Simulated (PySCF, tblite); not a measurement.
# C₉H₇ radical: geometry, infrared bands and EPR parameters

Aim: predict the infrared bands and EPR parameters of C₉H₇ radical (`C#CC1=CC=C/C1=C/[CH2]`).

Computed with tblite 0.8.0 and PySCF 2.14.0, with density-fitted response routines of our own, on a single molecule in the gas phase. Atoms are numbered from 0 throughout.

### 1 The starting structure

16 atoms, charge 0, multiplicity 2; geometry from: force field or distance geometry start.

Bonds of the start (Å): C0–C1 1.20, C1–C2 1.41, C2–C3 1.36, C3–C4 1.46, C4–C5 1.33, C5–C6 1.47, C6–C7 1.35, C7–C8 1.43, C6–C2 1.45, C0–H9 1.06, C3–H10 1.07, C4–H11 1.08, C5–H12 1.08, C7–H13 1.09, C8–H14 1.07, C8–H15 1.08.

### 2 Geometry optimisation with GFN2-xTB

The job: settings as JSON, then the geometry in Å.

```
{"job": {"kind": "relax", "xc": "GFN2-xTB", "basis": "xTB"}, "charge": 0, "multiplicity": 2}
C      1.454200     2.634400    -0.282700
C      0.631600     1.754300    -0.298600
C     -0.329300     0.724500    -0.307400
C     -1.597400     0.905400    -0.761800
C     -2.328500    -0.348700    -0.628800
C     -1.525000    -1.287100    -0.123700
C     -0.218700    -0.661700     0.110800
C      0.813700    -1.355000     0.634900
C      2.143300    -0.906100     0.922700
H      2.158600     3.423300    -0.271300
H     -2.024300     1.809400    -1.142600
H     -3.362700    -0.479200    -0.922700
H     -1.780700    -2.312100     0.094700
H      0.652500    -2.411200     0.870500
H      2.848700    -1.594500     1.342700
H      2.456500     0.113400     0.751900
```

The run is started by

```bash
OMP_NUM_THREADS=1 python probes_run.py task.json out
```

The driver reads the jobs from task.json and runs them one after another.

**Question.** This job is followed by: GFN2-xTB harmonic vibrations, gas phase; UKS B3LYP, pcH-1 on C H, non-relativistic, mean-field spin-orbit, GIAO. What will the session give for the following? strongest single infrared mode (GFN2-xTB); zero-point energy (GFN2-xTB); g(iso) (B3LYP); ⟨S²⟩; largest a(iso) (averaged by class); potential on the surface of density 0.002 e/bohr³, 1st and 99th percentile.

As calculated:

| quantity | value |
| --- | --- |
| strongest single infrared mode (GFN2-xTB) | 923 cm⁻¹, 227 km/mol |
| zero-point energy (GFN2-xTB) | 74.3 kcal/mol |
| g(iso) (B3LYP) | 2.00258 |
| ⟨S²⟩ | 0.787 (exact 0.75) |
| largest a(iso) (averaged by class) | 13C on C4, 34.6 MHz |
| potential on the surface of density 0.002 e/bohr³, 1st and 99th percentile | -0.78 V and 1.42 V |

**Reading.** The optimisation took 44 steps and gained 0.322 eV; among the close pairs (by a distance rule), C7–C8 changed most, from 1.433 to 1.343 Å. No mode is imaginary among the 42: a minimum at this level. The strongest single mode, at 923 cm⁻¹, is spread over several atoms, C3, C5, C4, H14 among them. GFN2-xTB is a fitted tight-binding method: band positions and strengths are rough. Its intensities can rank the bands wrongly. The largest spin populations lie on C4 (0.43 e), C6 (0.37 e), C8 (0.37 e). The isotropic g lies 0.3 ppt above the free-electron value. The conformer search found further structures of the same energy, which may be mirror or relabelled copies of this one.
